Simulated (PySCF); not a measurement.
# C₆H₇FO: magnetic properties

Computed with PySCF 2.14.0 and routines of our own; the level stands in each step. Atoms count from 0.

### Step 1. The system as given

15 atoms, charge 0, multiplicity 1; geometry from: GFN2-xTB.

### Step 2. Magnetic properties: GIAO B3LYP/pcSseg-1

The job: settings as JSON, then the geometry in Å.

```
{"job": {"kind": "mag", "xc": "B3LYP", "basis": "pcSseg-1", "isotopologues": 2}, "charge": 0, "multiplicity": 1}
F      2.389567    -0.355890    -0.699547
C      1.286624     0.153173    -0.058444
C      0.566616    -0.923119     0.764377
C     -0.829785    -0.914687     0.078034
C     -1.459425     0.412761     0.462607
C     -0.828751     1.319943    -0.268277
C      0.176628     0.530403    -1.085833
O     -0.487239    -0.701700    -1.277557
H      1.639381     1.011358     0.520211
H      0.517051    -0.694735     1.825448
H      1.057351    -1.882554     0.611270
H     -1.424661    -1.813800     0.204518
H     -2.220732     0.531920     1.207425
H     -0.923702     2.386842    -0.286028
H      0.536663     0.948075    -2.020116
```

Level: GIAO B3LYP/pcSseg-1 magnetisability, rotational g tensor and spin-rotation constants, non-relativistic, gas phase.

Launch:

```
OMP_NUM_THREADS=1 python excited_run.py task.json out
```

This one command runs all jobs of the session in turn.

Q: Estimate the wall time and peak memory of this first job on 1 thread of Arm Neoverse N1, shared host.

About 45 s, with a peak of 0.78 GiB.
